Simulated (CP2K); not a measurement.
WF under changes of volume

One of the cells (16.382 Å³/atom); the others are scaled copies at fixed shape and fractional positions:

```xyz
2
Lattice="5.3093 0.0000 0.0000 4.6065 2.6398 0.0000 4.6065 1.2264 2.3377" Properties=species:S:1:pos:R:3 pbc="T T T"
W    11.8228    3.1475    1.9031
F    13.6091    3.6231    2.1907
```

The cell was built by a generator and needn't be a form met in nature.

| Quantity | Value |
| --- | --- |
| Program | CP2K 2026.2 |
| Functional | PBE |
| Potentials or basis | POTENTIAL_UZH W GTH-PBE-q14, F GTH-PBE-q7; TZVP-MOLOPT-PBE-GTH basis |
| Density cutoff | 10204 eV |
| k mesh | 11 × 11 × 11 |
| Occupations | fermi-dirac, width 0.05 eV |
| Spin | no spin polarisation |

| volume (Å³/atom) | energy over the lowest point (meV/atom) | pressure (GPa) | largest force (eV/Å) |
| --- | --- | --- | --- |
| 15.399 | 28.28 | 10.5 | 0.957 |
| 15.727 | ? | ? | ? |
| 16.054 | 1.92 | 2.7 | 0.122 |
| 16.382 | 0.00 | -0.7 | 0.260 |
| 16.710 | 4.57 | -3.7 | 0.601 |
| 17.037 | 14.96 | -6.4 | 0.916 |
| 17.365 | 30.55 | -8.8 | 1.207 |

Q: What does the run at 15.727 Å³/atom give?

A: Energy over the lowest point 11.06 meV/atom; pressure 6.4 GPa; largest force 0.522 eV/Å.

Worked out: A Birch-Murnaghan fit of order 3 (a polynomial in V^(-2/3)) to the other rows has its minimum at 16.31 Å³/atom with B0 = V·E''(V) = 161 GPa and B' = 4.5 at fixed shape and positions, which overstates the stiffness. It gives 11.04 meV/atom at 15.727 Å³/atom, against the run's 11.06, and -dE/dV = 6.4 GPa, against 6.4.

Energies are extrapolated to zero smearing.

Caveats: the basis of atomic orbitals isn't converged, which shifts pressures, moduli and gaps; an odd number of electrons without spin polarisation forces a metal; a magnetic or distorted state may lie lower.
